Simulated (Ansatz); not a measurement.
# Cl2H2NOSi radical: a ladder of functionals and wavefunction methods

An exercise on one series of results from a longer session: the logs are not shown, and one member is left open.

Program: Ansatz 0.2.0, Gaussian basis. Level of theory: functionals in def2-TZVPP, the program's frozen cores in correlated methods. These are calculated values, not measurements.

Levels to be run: PBE-D4, r2SCAN-D4, PBE0-D4, B3LYP-D4, ωB97X-V, ωB97M-V, B2PLYP; CCSD(T)/def2-TZVPP; MP2/def2-QZVPP; extrapolation to the limit.

### The geometry

All runs share one geometry, relaxed beforehand with PBE0-D4 in a triple-zeta def2 set.

SMILES `N[Si]([O])(Cl)Cl`, 7 atoms, charge 0, spin multiplicity 2.

Atoms are counted from 1 here; the program's logs count them from 0.

Bond lengths: N1–Si2 1.707 Å, N1–H6 1.009 Å, N1–H7 1.009 Å, Si2–O3 1.616 Å, Si2–Cl4 2.028 Å, Si2–Cl5 2.028 Å. Angles: Si2–N1–H6 119.8°, Si2–N1–H7 119.9°, H6–N1–H7 112.5°, N1–Si2–O3 100.7°, N1–Si2–Cl4 110.0°, N1–Si2–Cl5 109.9°, O3–Si2–Cl4 113.4°, O3–Si2–Cl5 113.4°, Cl4–Si2–Cl5 109.2°.

Coordinates:

| atom | x (Å) | y (Å) | z (Å) |
| --- | --- | --- | --- |
| N1 | 0.08919 | 0.32016 | 1.01946 |
| Si2 | -0.08805 | -0.16642 | -0.60658 |
| O3 | 1.20299 | -1.12340 | -0.77473 |
| Cl4 | -1.84992 | -1.14112 | -0.84908 |
| Cl5 | -0.05217 | 1.45679 | -1.82203 |
| H6 | 0.80476 | 0.98655 | 1.26912 |
| H7 | -0.10680 | -0.33254 | 1.76382 |

Set-up of the first run:

The input, in.yaml:

```yaml
crystal:
  periodic: [false, false, false]
  atoms:
    - {symbol: N, position_ang: [0.089193, 0.320159, 1.019461]}
    - {symbol: Si, position_ang: [-0.088046, -0.166420, -0.606577]}
    - {symbol: O, position_ang: [1.202989, -1.123404, -0.774730]}
    - {symbol: Cl, position_ang: [-1.849919, -1.141123, -0.849081]}
    - {symbol: Cl, position_ang: [-0.052167, 1.456792, -1.822032]}
    - {symbol: H, position_ang: [0.804759, 0.986550, 1.269117]}
    - {symbol: H, position_ang: [-0.106799, -0.332544, 1.763822]}
basis:
  gaussian: {orbitals: def2-TZVPP}
magnetization: {spin_polarized: true, initial_magnetization: 1}
hamiltonian: {xc: pbe, dispersion: d4}
output: {forces: true, orbitals: {seedname: orbitals}}
```

Command:

```console
$ ansatz run in.yaml --threads 2 --pin off --events-out ev --progress --plain --max-ram 31744MiB --backend cpu
```

Steps of the session up to this table: PBE-D4 (GGA); r2SCAN-D4 (meta-GGA); PBE0-D4 (hybrid); B3LYP-D4 (hybrid); ωB97X-V (range-separated); ωB97M-V (range-separated); B2PLYP (double hybrid); CCSD(T) in def2-TZVPP; MP2 in def2-QZVPP.

One of the session's tables, all rows but one given; the rest of the session is left out.

It belongs to the step «Atomisation energies». 

```
            method  atomisation energy (kJ/mol)
            PBE-D4                       2488.4
         r2SCAN-D4                       2437.2
           PBE0-D4                       2404.7
          B3LYP-D4                            ?
           ωB97X-V                       2419.4
           ωB97M-V                       2421.7
            B2PLYP                       2357.1
     HF/def2-TZVPP                       1642.5
    MP2/def2-TZVPP                       2365.1
   CCSD/def2-TZVPP                       2248.0
CCSD(T)/def2-TZVPP                       2299.3
           MP2/CBS                       2463.6
       CCSD(T)/CBS                       2397.7
```

Q: Estimate the row for B3LYP-D4 from the others.

**Answer.** atomisation energy (kJ/mol): 2398.8. In the column «atomisation energy (kJ/mol)» it lies between CCSD(T)/CBS (2397.7) and PBE0-D4 (2404.7).

To keep in mind: Free atoms (1 N, 1 Si, 1 O, 2 Cl, 2 H) were run apart at each level; the atomisation energy is their sum less the molecule, without zero-point or spin-orbit terms.
